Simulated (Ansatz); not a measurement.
BGeH₃O₂, SMILES [OH][GeH]1[BH][O]1, a geometry optimisation

Computed with the Python package of Ansatz (0.2.0).

Run as a notebook:

In [1]:
```python
import ansatz as az
import numpy as np
import pandas as pd
```

In [2]:
```python
molecule = (
    az.Crystal.molecule()
    .atom("O", (-0.9638, 0.7273, -1.3819))
    .atom("Ge", (0.0026, 0.5964, 0.0658))
    .atom("B", (1.079, -1.1724, 0.1194))
    .atom("O", (-0.1327, -0.9956, 0.7199))
    .atom("H", (-1.9365, 0.6397, -1.0845))
    .atom("H", (-0.2573, 1.6102, 1.2242))
    .atom("H", (2.2699, -1.4736, 0.2914))
)
```

In [3]:
```python
base = molecule.calculation()
base = base.basis(gaussian="def2-SVP")
base = base.functional("b3lyp")
symbols = [site.symbol for site in molecule.cartesian_sites]
start = np.array([site.position_ang for site in molecule.cartesian_sites], dtype=float)
rep = base.relax(force_tolerance=0.01, max_steps=100).run(threads=1, backend="cpu").report
end = np.array(rep["positions_ang"])

for key in ("converged", "free_energy_ev", "reference_energy_ev", "n_frozen", "n_occupied", "n_virtual"):
    print(f"{key:22s} {rep[key]}")
```
```text
converged              True
free_energy_ev         -61328.74179543606
reference_energy_ev    -61328.74179543606
n_frozen               0
n_occupied             [28, 28]
n_virtual              [61, 61]
```

In [4]:
```python
print("final positions (A) and the move of each atom")
for symbol, xyz, old in zip(symbols, end, start):
    print(f"{symbol:2s} {xyz[0]:10.5f} {xyz[1]:10.5f} {xyz[2]:10.5f}   {np.linalg.norm(xyz - old):7.4f}")
```
```text
final positions (A) and the move of each atom
O    -1.03144    0.67537   -1.38097    0.0853
Ge    0.20821    0.82709   -0.09718    0.3494
B     1.14718   -1.13563    0.39265    0.2840
O     0.05711   -1.20808    0.99062    0.3930
H    -1.93156    0.87391   -1.08761    0.2343
H    -0.58213    1.49768    1.08686    0.3702
H     2.19382   -1.59833    0.04992    0.2822
```

In [5]:
```python
charges = rep["charge_distribution"]
table = pd.DataFrame({"atom": symbols, "mulliken": charges["mulliken_charges_e"], "lowdin": charges["lowdin_charges_e"]})
print(table.round(3).to_string())
print("dipole (e A):", np.round(charges["dipole_moment_e_ang"], 4) + 0.0)
with open("bgeh3o2_opt.xyz", "w") as handle:
    handle.write(f"{len(symbols)}\nrelaxed BGeH3O2\n")
    handle.writelines(f"{s:2s} {x:11.6f} {y:11.6f} {z:11.6f}\n" for s, (x, y, z) in zip(symbols, end))
```
```text
  atom  mulliken  lowdin
0    O    -0.425   0.051
1   Ge     0.410   0.189
2    B     0.059  -0.403
3    O    -0.143   0.259
4    H     0.188  -0.013
5    H    -0.102  -0.072
6    H     0.014  -0.010
dipole (e A): [0.1307 0.2037 0.033 ]
```

File `bgeh3o2_opt.xyz` afterwards:
```text
7
relaxed BGeH3O2
O    -1.031435    0.675366   -1.380966
Ge    0.208211    0.827090   -0.097177
B     1.147178   -1.135631    0.392646
O     0.057110   -1.208080    0.990621
H    -1.931557    0.873910   -1.087606
H    -0.582130    1.497676    1.086861
H     2.193823   -1.598332    0.049921
```

What to keep in mind:
- Total energies depend on the basis set; only differences at equal settings carry meaning.
- The end point is the stationary point reached from this start; no frequency run checks that it is a minimum, and the basis set is modest.
- The Löwdin charges here are taken after orthogonalising the functions within each atom; they differ from plain Löwdin charges, and their signs can be unphysical.
- b3lyp holds the VWN-RPA fit, as in Gaussian; the form of ORCA and Turbomole is b3lyp5.
- The bonding changed during the relaxation, so the end is another isomer than the start names.
- It ran for 48 s on 1 thread of Arm Neoverse V2, on a shared host, peak memory 0.3 GiB.
